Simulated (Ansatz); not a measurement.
# Ba4Te3: the cost of one run

Method: DFT PBE, scalar-relativistic, plane waves, PAW, in Ansatz 0.2.0.

## (1) The structure to begin with

Symmetry: Pm-3m, No. 221, cubic system. The conventional cell has a = 6.247 Å, b = 6.247 Å, c = 6.247 Å, α = 90.00°, β = 90.00°, γ = 90.00°. Ba (site symmetry m-3m) has 6 Ba at 3.12 Å as nearest neighbours. Around Ba (site symmetry 4/mmm) lie 2 Ba at 3.12 Å and 4 Te at 3.12 Å. Around Te (site symmetry 4/mmm) lie 4 Ba at 3.12 Å.

Coordinates:

```cif
data_structure
_symmetry_space_group_name_H-M 'P 1'
_symmetry_Int_Tables_number 1
_cell_length_a 6.2472
_cell_length_b 6.2472
_cell_length_c 6.2472
_cell_angle_alpha 90.000
_cell_angle_beta 90.000
_cell_angle_gamma 90.000
_cell_volume 243.81
loop_
_atom_site_label
_atom_site_type_symbol
_atom_site_fract_x
_atom_site_fract_y
_atom_site_fract_z
_atom_site_occupancy
Ba1 Ba 0.50000 0.50000 0.50000 1
Ba2 Ba 0.00000 0.50000 0.50000 1
Ba3 Ba 0.50000 0.00000 0.50000 1
Ba4 Ba 0.50000 0.50000 0.00000 1
Te1 Te 0.50000 0.00000 0.00000 1
Te2 Te 0.00000 0.50000 0.00000 1
Te3 Te 0.00000 0.00000 0.50000 1
```

Recipe of the guess: random cell by space group and Wyckoff sites (Pm-3m, No. 221). The dimensions are guesses.

## (2) Probe: one point on a coarse mesh

input.yaml

```yaml
crystal:
  lattice:
    - [6.24715268, 0.0, 0.0]
    - [0.0, 6.24715268, 0.0]
    - [0.0, 0.0, 6.24715268]
  atoms:
    - { symbol: Ba, position: [0.5, 0.5, 0.5] }
    - { symbol: Ba, position: [0.0, 0.5, 0.5] }
    - { symbol: Ba, position: [0.5, 0.0, 0.5] }
    - { symbol: Ba, position: [0.5, 0.5, 0.0] }
    - { symbol: Te, position: [0.5, 0.0, 0.0] }
    - { symbol: Te, position: [0.0, 0.5, 0.0] }
    - { symbol: Te, position: [0.0, 0.0, 0.5] }
basis:
  ecutwfc: 420
kpoints:
  mp_grid: { grid: [4, 4, 4] }
hamiltonian:
  xc: pbe
scf:
  occupations: { method: gaussian, width: 0.1 }
  lower_state_search: "off"
output:
  forces: true
  stress: true
  eigenvalues: true
```

Command:

```bash
> ansatz run input.yaml --threads 1 --pin off --max-ram 2048MiB --backend cpu --events-out ev --progress --plain --runs-dir out
```

Q: Estimate wall time and peak memory on 1 thread of Arm Neoverse V1, shared host.

About 14 s, with a peak of 0.5 GiB.
